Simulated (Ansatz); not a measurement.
# C₅H₃AlF₆O₄: a ladder of functionals and wavefunction methods

One table from this session's results is given with a row withheld; the runs are named, their logs left out.

The runs use Ansatz 0.2.0, Gaussian basis; functionals in def2-TZVPP, the program's frozen cores in correlated methods.

Plan: LDA (SPW92), PBE-D4, revPBE-D4, BLYP-D4, r2SCAN-D4, B97M-V, PBE0-D4, B3LYP-D4, r2SCANh-D4, r2SCAN0-D4, HSE06-D4, BHLYP-D4, CAM-B3LYP-D4, LC-ωPBE, ωB97X-V, ωB97M-V, B2PLYP, PBE-QIDH; CCSD(T)/def2-SVP; CCSD(T)/def2-TZVPP; MP2/def2-QZVPP; extrapolation to the limit; RPA on PBE.

## The geometry

The geometry comes from an earlier relaxation with PBE0-D4 in a triple-zeta def2 set; it is a stationary point, not always the lowest conformer.

SMILES `[OH][Al-]1([OH])[O]C(C(F)(F)F)=CC(C(F)(F)F)=[O+]1`, 19 atoms, charge 0, spin multiplicity 1.

Atoms are counted from 1 here; the program's logs count them from 0.

Bond lengths: O1–Al2 1.691 Å, O1–H17 0.954 Å, Al2–O3 1.689 Å, Al2–O4 1.841 Å, Al2–O16 1.841 Å, O3–H18 0.953 Å, O4–C5 1.258 Å, C5–C6 1.535 Å, C5–C10 1.389 Å, C6–F7 1.331 Å, C6–F8 1.331 Å, C6–F9 1.327 Å, C10–C11 1.389 Å, C10–H19 1.077 Å, C11–C12 1.535 Å, C11–O16 1.258 Å, C12–F13 1.331 Å, C12–F14 1.331 Å and more. Angles: Al2–O1–H17 123.7°, O1–Al2–O3 120.7°, O1–Al2–O4 107.3°, O1–Al2–O16 107.3°, O3–Al2–O4 112.5°, O3–Al2–O16 112.5°, O4–Al2–O16 92.8°, Al2–O3–H18 127.2°, Al2–O4–C5 127.0°, O4–C5–C6 113.7°, O4–C5–C10 126.4°, C6–C5–C10 119.8°, C5–C6–F7 109.5°, C5–C6–F8 111.9°, C5–C6–F9 110.1°, F7–C6–F8 108.3°, F7–C6–F9 108.6°, F8–C6–F9 108.4° and more.

Set-up of the first run:

The input, in.yaml:

```yaml
crystal:
  periodic: [false, false, false]
  atoms:
    - {symbol: O, position_ang: [-1.199577, -1.444400, 2.466420]}
    - {symbol: Al, position_ang: [0.168127, -0.602170, 1.939237]}
    - {symbol: O, position_ang: [1.474893, -0.341621, 2.977213]}
    - {symbol: O, position_ang: [-0.417731, 0.950407, 1.141980]}
    - {symbol: C, position_ang: [-0.551107, 1.164829, -0.090473]}
    - {symbol: C, position_ang: [-1.168921, 2.531271, -0.416508]}
    - {symbol: F, position_ang: [-0.367981, 3.498075, 0.024677]}
    - {symbol: F, position_ang: [-1.341781, 2.698044, -1.725890]}
    - {symbol: F, position_ang: [-2.347662, 2.652166, 0.180558]}
    - {symbol: C, position_ang: [-0.178216, 0.311818, -1.120794]}
    - {symbol: C, position_ang: [0.436683, -0.895797, -0.817751]}
    - {symbol: C, position_ang: [0.915732, -1.813832, -1.950395]}
    - {symbol: F, position_ang: [2.240155, -1.932375, -1.896462]}
    - {symbol: F, position_ang: [0.588360, -1.335628, -3.148877]}
    - {symbol: F, position_ang: [0.376790, -3.019043, -1.818584]}
    - {symbol: O, position_ang: [0.681054, -1.341419, 0.333057]}
    - {symbol: H, position_ang: [-1.295898, -1.799539, 3.346599]}
    - {symbol: H, position_ang: [2.285575, 0.118400, 2.779510]}
    - {symbol: H, position_ang: [-0.340294, 0.596313, -2.147018]}
basis:
  gaussian: {orbitals: def2-TZVPP}
hamiltonian: {xc: lda}
output: {orbitals: {seedname: orbitals}}
```

Started as:

```sh
> ansatz run in.yaml --threads 11 --pin off --events-out ev --progress --plain --max-ram 166912MiB --backend cuda --devices 0, --max-vram 75GiB
```

Steps of the session up to this table: LDA; PBE-D4 (GGA); revPBE-D4 (GGA); BLYP-D4 (GGA); r2SCAN-D4 (meta-GGA); B97M-V (meta-GGA); B3LYP-D4 (hybrid); r2SCANh-D4 (hybrid); r2SCAN0-D4 (hybrid); HSE06-D4 (hybrid); BHLYP-D4 (hybrid); CAM-B3LYP-D4 (range-separated); LC-ωPBE (range-separated); ωB97X-V (range-separated); ωB97M-V (range-separated); B2PLYP (double hybrid); PBE-QIDH (double hybrid).

One of the session's tables, all rows but one given; the rest of the session is left out.

It belongs to the step «Frontier levels by functional». 

| functional | HOMO (eV) | LUMO (eV) | gap (eV) |
| --- | --- | --- | --- |
| LDA (SPW92) | -7.29 | -4.58 | 2.71 |
| PBE-D4 | -7.04 | -4.26 | 2.78 |
| revPBE-D4 | -6.95 | -4.13 | 2.81 |
| BLYP-D4 | -6.93 | -4.14 | 2.80 |
| r2SCAN-D4 | -7.40 | -4.24 | 3.16 |
| B97M-V | -7.44 | -4.12 | 3.32 |
| PBE0-D4 | -8.71 | -3.52 | 5.19 |
| B3LYP-D4 | -8.43 | -3.73 | 4.70 |
| r2SCANh-D4 | -8.03 | -3.96 | 4.07 |
| r2SCAN0-D4 | ? | ? | ? |
| HSE06-D4 | -8.30 | -3.90 | 4.40 |
| BHLYP-D4 | -9.84 | -2.59 | 7.25 |
| CAM-B3LYP-D4 | -10.05 | -2.47 | 7.58 |
| LC-ωPBE | -11.29 | -1.38 | 9.91 |
| ωB97X-V | -10.95 | -1.37 | 9.59 |
| ωB97M-V | -10.87 | -1.40 | 9.47 |

**Question.** Estimate the row for r2SCAN0-D4.

Worked estimate for «HOMO (eV)». Against the share of exact exchange, r2SCAN-D4 (0, -7.40), r2SCANh-D4 (0.1, -8.03) give a slope of -6.30 per unit share; at 0.25 the line stands at -8.97.

As computed: HOMO (eV): -8.95; LUMO (eV): -3.52; gap (eV): 5.43. In «HOMO (eV)» the line misses by -0.02.
